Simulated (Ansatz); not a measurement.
# C2H6O3Si: a ladder of functionals and wavefunction methods

An exercise on one series of results from a longer session: the logs are not shown, and one member is left open.

Computed with Ansatz 0.2.0, Gaussian basis. Level: functionals in def2-TZVPP, the program's frozen cores in correlated methods.

The runs, in order: PBE-D4, r2SCAN-D4, PBE0-D4, B3LYP-D4, ωB97X-V, ωB97M-V, B2PLYP; CCSD(T)/def2-TZVPP; MP2/def2-QZVPP; extrapolation to the limit.

## The relaxed structure

An earlier PBE0-D4 in a triple-zeta def2 set relaxation fixed the geometry.

SMILES `O=C([SiH3])OCO`, 12 atoms, charge 0, spin multiplicity 1.

Atoms are counted from 1 here; the program's logs count them from 0.

Bond lengths: O1–C2 1.209 Å, C2–Si3 1.922 Å, C2–O4 1.336 Å, Si3–H7 1.482 Å, Si3–H8 1.482 Å, Si3–H9 1.482 Å, O4–C5 1.446 Å, C5–O6 1.372 Å, C5–H10 1.088 Å, C5–H11 1.094 Å, O6–H12 0.965 Å. Angles: O1–C2–Si3 122.2°, O1–C2–O4 123.2°, Si3–C2–O4 114.6°, C2–Si3–H7 106.8°, C2–Si3–H8 106.6°, C2–Si3–H9 111.3°, H7–Si3–H8 110.2°, H7–Si3–H9 110.9°, H8–Si3–H9 110.9°, C2–O4–C5 114.7°, O4–C5–O6 112.6°, O4–C5–H10 104.4°, O4–C5–H11 107.1°, O6–C5–H10 108.5°, O6–C5–H11 112.8°, H10–C5–H11 111.1°, C5–O6–H12 107.0°.

The first run:

in.yaml

```yaml
crystal:
  periodic: [false, false, false]
  atoms:
    - {symbol: O, position_ang: [-0.642843, -0.281925, 1.280701]}
    - {symbol: C, position_ang: [0.080824, -0.395747, 0.319046]}
    - {symbol: Si, position_ang: [1.049371, -2.014218, -0.048132]}
    - {symbol: O, position_ang: [0.270716, 0.580216, -0.573770]}
    - {symbol: C, position_ang: [-0.429783, 1.810935, -0.283218]}
    - {symbol: O, position_ang: [-1.791963, 1.675852, -0.372055]}
    - {symbol: H, position_ang: [0.043726, -3.094364, -0.181595]}
    - {symbol: H, position_ang: [1.916769, -2.263484, 1.127611]}
    - {symbol: H, position_ang: [1.857966, -1.887730, -1.283086]}
    - {symbol: H, position_ang: [-0.100324, 2.499593, -1.057958]}
    - {symbol: H, position_ang: [-0.100726, 2.143055, 0.706186]}
    - {symbol: H, position_ang: [-2.076735, 1.172717, 0.400471]}
basis:
  gaussian: {orbitals: def2-TZVPP}
hamiltonian: {xc: pbe, dispersion: d4}
output: {forces: true, orbitals: {seedname: orbitals}}
```

On the command line:

```console
ansatz run in.yaml --threads 4 --pin off --events-out ev --progress --plain --max-ram 10444MiB
```

Among the steps run: PBE-D4 (GGA); r2SCAN-D4 (meta-GGA); PBE0-D4 (hybrid); B3LYP-D4 (hybrid); ωB97X-V (range-separated); ωB97M-V (range-separated); B2PLYP (double hybrid); CCSD(T) in def2-TZVPP; MP2 in def2-QZVPP.

One table of the session follows, with a row left open; its other results are not shown here.

```
            method  atomisation energy (kcal/mol)
            PBE-D4                         1129.8
         r2SCAN-D4                         1103.0
           PBE0-D4                         1096.6
          B3LYP-D4                         1096.1
           ωB97X-V                         1103.0
           ωB97M-V                         1102.1
            B2PLYP                         1086.0
     HF/def2-TZVPP                          756.5
    MP2/def2-TZVPP                         1094.3
   CCSD/def2-TZVPP                         1046.5
CCSD(T)/def2-TZVPP                         1067.6
           MP2/CBS                         1125.8
       CCSD(T)/CBS                              ?
```

Estimate the missing values for CCSD(T)/CBS.

The run gave: atomisation energy (kcal/mol): 1099.0. In the column «atomisation energy (kcal/mol)» it lies between PBE0-D4 (1096.6) and ωB97M-V (1102.1).
